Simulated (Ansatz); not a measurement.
# the Zn-Pt system: a small convex hull

Program: the Ansatz DFT code, driven from Python.

`hull_znpt3.py`:
```python
"""Stability of Zn-Pt compounds against each other, after relaxing cells and atoms."""

from collections import Counter

import ansatz as az
import numpy as np
from tabulate import tabulate

FUNCTIONAL = "PBEsol"
K_SPACING = 0.3
SMEARING = "fermi_dirac"
SIGMA = 0.05

PHASES = {
    "ZnPt3 Pm-3m": (
        [[3.893, 0.0, 0.0], [0.0, 3.893, 0.0], [0.0, 0.0, 3.893]],
        [
            ("Zn", [0.0, 0.0, 0.0]),
            ("Pt", [0.0, 0.5, 0.5]),
            ("Pt", [0.5, 0.0, 0.5]),
            ("Pt", [0.5, 0.5, 0.0]),
        ],
    ),
    "ZnPt P4/mmm": (
        [[2.864, 0.0, 0.0], [0.0, 2.864, 0.0], [0.0, 0.0, 3.51]],
        [
            ("Zn", [0.5, 0.5, 0.5]),
            ("Pt", [0.0, 0.0, 0.0]),
        ],
    ),
    "Zn": (
        [[2.67, 0.0, 0.0], [-1.335, 2.31228783, 0.0], [0.0, 0.0, 4.966]],
        [
            ("Zn", [1 / 3, 2 / 3, 0.25]),
            ("Zn", [2 / 3, 1 / 3, 0.75]),
        ],
    ),
    "Pt": (
        [[0.0, 1.9609, 1.9609], [1.9609, 0.0, 1.9609], [1.9609, 1.9609, 0.0]],
        [
            ("Pt", [0.0, 0.0, 0.0]),
        ],
    ),
}


def build(vectors, sites):
    crystal = az.Crystal(lattice=az.Lattice.of(vectors))
    for symbol, position in sites:
        crystal = crystal.atom(symbol, position)
    return crystal


def ground_state(name, crystal):
    calc = (
        crystal.calculation()
        .basis(35 * az.Ry)
        .functional(FUNCTIONAL)
        .kpoints(spacing=K_SPACING)
        .occupations(SMEARING, width=SIGMA)
    )
    calc = calc.relax(force_tolerance=0.02, max_steps=60, cell=True)
    return calc.run()


def counts(outcome):
    return Counter(site.symbol for site in outcome.lattice.sites)

def formation_energy(outcome, mu):
    n = counts(outcome)
    return (outcome.report["energy_sigma0_ev"] - sum(k * mu[element] for element, k in n.items())) / sum(n.values())


def main() -> None:
    phases = {name: build(*cell) for name, cell in PHASES.items()}

    done = {}
    for name, crystal in phases.items():
        done[name] = ground_state(name, crystal)
        print(f"{name}: {done[name].report['energy_sigma0_ev']:.4f} eV, {len(done[name].lattice.sites)} atoms")

    # chemical potentials of the elements at zero temperature
    references = {"Zn": "Zn", "Pt": "Pt"}
    mu = {element: done[name].report["energy_sigma0_ev"] / len(done[name].lattice.sites) for element, name in references.items()}
    points = sorted((counts(o)["Pt"] / len(o.lattice.sites), formation_energy(o, mu), name) for name, o in done.items())

    # lower hull by a monotone chain
    hull = []
    for x, e, _ in points:
        while len(hull) > 1 and (hull[-1][0] - hull[-2][0]) * (e - hull[-2][1]) - (hull[-1][1] - hull[-2][1]) * (x - hull[-2][0]) <= 0:
            hull.pop()
        hull.append((x, e))
    rows = [(name, x, e, e - np.interp(x, *zip(*hull))) for x, e, name in points]
    print(tabulate(rows, headers=["phase", "x(Pt)", "E_form (eV/atom)", "above hull (eV/atom)"], floatfmt=".4f", tablefmt="github"))
    print("on the hull of these phases:", ", ".join(row[0] for row in rows if row[3] < 1e-6))


if __name__ == "__main__":
    main()
```

```console
$ python hull_znpt3.py
ZnPt3 Pm-3m: -40433.6509 eV, 4 atoms
ZnPt P4/mmm: -15665.8758 eV, 2 atoms
Zn: -6561.8282 eV, 2 atoms
Pt: -12383.8053 eV, 1 atoms
| phase       |   x(Pt) |   E_form (eV/atom) |   above hull (eV/atom) |
|-------------|---------|--------------------|------------------------|
| Zn          |  0.0000 |             0.0000 |                 0.0000 |
| ZnPt P4/mmm |  0.5000 |            -0.5782 |                 0.0000 |
| ZnPt3 Pm-3m |  0.7500 |            -0.3302 |                 0.0000 |
| Pt          |  1.0000 |             0.0000 |                 0.0000 |
on the hull of these phases: Zn, ZnPt P4/mmm, ZnPt3 Pm-3m, Pt
```

Reading the output:
- Absolute energies stand on the zero of these potentials, so only differences at equal settings mean something.
- For the metals among these phases the mesh is modest: differences between phases can be off by up to 40 meV an atom.
- Spin-orbit coupling, which matters for elements this heavy, is left out.
- The cells come from databases of deposited and of computed structures, and not all need be stable phases.
- Differences under about 40 meV an atom lie within the error of mesh and functional, so such verdicts may flip; only the cells listed enter the hull.
- Wall time of the script: 35 s on 1 thread of Arm Neoverse V1, on a shared host, peak memory 0.44 GiB.

(Lines on the test bed's own set-up are left out of the output.)
